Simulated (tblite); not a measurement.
# GeH7O2PSi2: the cost of one run

Programs: tblite 0.8.0 and PySCF 2.14.0. All values are calculated, for the isolated system unless a continuum is named. Atoms count from 0, parts from 1.

## Step 1: The system as given

13 atoms, charge 0, multiplicity 1; geometry: distance geometry start.

## Step 2: Geometry optimisation with GFN2-xTB

What the job is given:

```
{"job": {"kind": "relax", "xc": "GFN2-xTB", "basis": "xTB"}, "charge": 0, "multiplicity": 1}
Si    -1.080135    -1.297971    -0.709077
P      0.534557    -1.493153     0.732130
Si     0.011063    -1.010785     2.825277
O      2.115309    -1.010886     0.227569
Ge     2.611966     0.714605    -0.149072
O      2.847937     2.565244    -0.349418
H     -0.900731    -0.098146    -1.424210
H     -2.328503    -1.267299    -0.024302
H     -1.034048    -2.378602    -1.603363
H      1.163858    -0.485665     3.468345
H     -0.388286    -2.223643     3.491470
H     -1.026113    -0.078996     2.833841
H      2.162576     3.214153    -0.342172
```

With the program's defaults for keys left out, this is: GFN2-xTB geometry optimisation, gas phase.

Launch:

```console
$ OMP_NUM_THREADS=1 python cluster_run.py task.json out
```

One launch serves the whole session: the jobs run in the order shown.

Q: Estimate the wall time of this first job on 1 thread of Arm Neoverse V1, shared host.

About 5.9 s.
